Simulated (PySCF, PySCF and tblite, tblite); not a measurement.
# C₅H₆O₃: conformers and averaged spectra, part 2 of 2

PySCF and tblite. Atoms count from 0.

## (7) Boltzmann average: properties at PBE0/pcSseg-1

The job: settings as JSON, then the geometry in Å.

```
{"job": {"study": "conf", "smiles": "O=C(O)[C@@H]1CC=CO1", "search": {"seed": 4927, "n_embed": 90, "ff_keep": 18, "window": 3.0, "nmax": 10, "temps": [180, 230, 298.15, 330, 400], "t_ref": 298.15, "order": 0.0005}, "level": {"nmr": {"xc": "PBE0", "basis": "pcSseg-1"}, "j": {"xc": "B3LYP", "basis": {"default": "6-31G*", "H": "pcJ-1"}, "nuclei": ["H", "F", "P", "Si", "B"]}}, "kind": "conf"}, "charge": 0, "multiplicity": 1}
O      1.470932     1.331706    -1.131971
C      1.489628     0.585385    -0.196779
O      2.590632    -0.064835     0.201955
C      0.291251     0.199908     0.661657
C     -0.392460    -1.052417     0.053867
C     -1.695484    -0.465465    -0.414734
C     -1.753381     0.804933    -0.046688
O     -0.668037     1.248169     0.645685
H      3.342973     0.162306    -0.368852
H      0.632048     0.043173     1.689369
H      0.190889    -1.472714    -0.767803
H     -0.541561    -1.836361     0.799485
H     -2.434186    -1.022401    -0.952860
H     -2.523920     1.538139    -0.194496
```

The log of the run:

```text
conformer  sym    E(xTB)   E(DFT)   G(298.15 K)  weight  dipole/D
    1     C1      0.000    0.223    0.274   0.3865    0.957
    2     C1      0.284    0.000    0.000   0.6135    2.328

mean shielding (ppm) by class
class atoms           180 K      230 K   298.15 K      330 K      400 K
  0 O  0            -90.454     -90.55    -90.634    -90.662     -90.71
  1 C  1             10.869     10.972     11.063     11.093     11.144
  2 O  2            133.813    133.494    133.215    133.121    132.963
  3 C  3            107.557    107.491    107.433    107.414    107.381
  4 C  4            148.332    148.539    148.721    148.782    148.885
  5 C  5             83.946     83.835     83.737     83.704     83.649
  6 C  6             32.496      32.65     32.785     32.831     32.907
  7 O  7            193.834    193.819    193.805    193.801    193.793
  8 H  8             25.607     25.587     25.569     25.563     25.552
  9 H  9             26.634     26.637      26.64     26.641     26.643
 10 H  10            28.666     28.627     28.593     28.582     28.562
 11 H  11            28.534     28.553     28.571     28.577     28.586
 12 H  12            26.753     26.749     26.746     26.745     26.743
 13 H  13            25.302     25.313     25.322     25.325     25.331
```

Run time: 57 s. Hardware: 1 thread of Intel Xeon 6975P-C, shared host. This counts the runs that the step sums up.

The search (ETKDG, MMFF94s, GFN2-xTB) embedded 90 structures, kept 2 distinct ones after the force field and 2 after xTB; 2 were carried on (window 3.0 kcal/mol at the search's own energies). Energies: PBE0/pcSseg-1 with D3(BJ).

Conformer by conformer (298 K):

```csv
no.,group,mirror pair,ΔE xTB,ΔE DFT,ΔG,weight (%),μ (D),O0–C1–O2–H8 (°),O2–C1–C3–O7 (°),"A, B, C (GHz)"
1,C1,no,0.00,0.22,0.27,38.7,0.96,3,74,"4.33, 1.66, 1.41"
2,C1,no,0.28,0.00,0.00,61.3,2.33,0,155,"4.34, 1.64, 1.45"
```

Energies in kcal/mol. ΔG holds xTB vibrations and rotation, symmetry numbers and mirror pairs.

Weights (%) by temperature:

| no. | 180 K | 230 K | 298 K | 330 K | 400 K |
| --- | --- | --- | --- | --- | --- |
| 2 | 69.1 | 65.0 | 61.3 | 60.1 | 58.1 |
| 1 | 30.9 | 35.0 | 38.7 | 39.9 | 41.9 |

How the weights hang on the way they are made:

```
                                  scheme    2    1  mean μ (D)
                         DFT free energy   61   39        1.80
            DFT energy, symmetry counted   59   41        1.77
                        DFT energy alone   59   41        1.77
            xTB energy, symmetry counted   38   62        1.48
                         xTB free energy   40   60        1.51
                   lowest conformer only  100    0        2.33
                           equal weights   50   50        1.64
conformers found from three starts alone    0  100        0.96
```

Shifts against references run at the same level (¹⁷O H2O 336.1, ¹H TMS 31.72, ¹³C TMS 186.9 ppm of shielding), by class of atoms, at 298 K:

```
atoms                                                  environment  no. 2  no. 1  average
   C1                                       carboxylic acid carbon  176.8  174.3    175.9
   C6                                 alkene carbon bearing oxygen  155.6  151.9    154.1
   C5                β carbon of an enol-ether or enamine type C=C  102.1  104.8    103.2
   C3                          sp3 CH bonded to O, α to a carbonyl   78.9   80.5     79.5
   C4                                              allylic sp3 CH2   40.1   35.1     38.2
  H13                  hydrogen on an alkene carbon bearing oxygen   6.49   6.24     6.39
   H8                          hydrogen on an acid hydroxyl oxygen   5.96   6.45     6.15
   H9           hydrogen on an sp3 CH bonded to O, α to a carbonyl   5.11   5.03     5.08
  H12  hydrogen on a β carbon of an enol-ether or enamine type C=C   4.93   5.03     4.97
  H11                               hydrogen on an allylic sp3 CH2   3.33   2.85     3.15
  H10                               hydrogen on an allylic sp3 CH2   2.76   3.70     3.12
   O0                                              carbonyl oxygen  425.8  428.1    426.7
   O2                                         acid hydroxyl oxygen  199.9  207.6    202.9
   O7                                                 ether oxygen  142.1  142.5    142.3
```

Couplings (Hz, B3LYP/6-31G*+pcJ-1; one pair named for each class), from conformers that hold 100 % of the weight:

| pair | bonds | no. 2 | no. 1 | average |
| --- | --- | --- | --- | --- |
| H10–H11 | 2 | -16.2 | -16.5 | -16.3 |
| H9–H11 | 3 | 14.7 | 13.8 | 14.3 |
| H9–H10 | 3 | 5.9 | 6.7 | 6.2 |
| H10–H12 | 3 | 3.3 | 3.3 | 3.3 |
| H12–H13 | 3 | 3.2 | 3.2 | 3.2 |
| H11–H12 | 3 | 2.7 | 3.0 | 2.8 |
| H11–H13 | 4 | -3.8 | -3.7 | -3.8 |
| H10–H13 | 4 | -3.4 | -3.8 | -3.6 |
| H9–H12 | 4 | -1.2 | -1.0 | -1.1 |
| H8–H9 | 4 | -0.8 | -0.8 | -0.8 |
| H9–H13 | 4 | -0.7 | -1.0 | -0.8 |

Effective distances for nuclear Overhauser effects, ⟨r⁻⁶⟩^(−1/6) over all pairs of two classes (Å): H10···H11 1.77; H9···H11 2.39; H12···H13 2.67; H10···H12 2.68; H11···H12 2.70; H9···H10 2.93; H8···H9 3.42; H8···H10 3.77.

## (8) What came out

This closing draws on all 2 parts.

```
                           quantity                                                value
                         conformers  2; the first in weight is no. 2 (C1), 61 % at 298 K
            root-mean-square dipole                                               1.92 D
averaged ¹³C shifts (PBE0/pcSseg-1)                  175.9, 154.1, 103.2, 79.5, 38.2 ppm
 averaged ¹H shifts (PBE0/pcSseg-1)               6.39, 6.15, 5.08, 4.97, 3.15, 3.12 ppm
```

What this shows: Conformer 2 leads with 61 % at 298 K, and its share goes from 69 % at 180 K to 58 % at 400 K. xTB puts no. 1 lowest, DFT no. 2. Among conformers over 5 %, H10 differs by 0.94 ppm, while the average moves by 0.10 ppm from 180 to 400 K. Protons on O, N, S or Se exchange and bind to solvent, so their values hold for the lone molecule only.
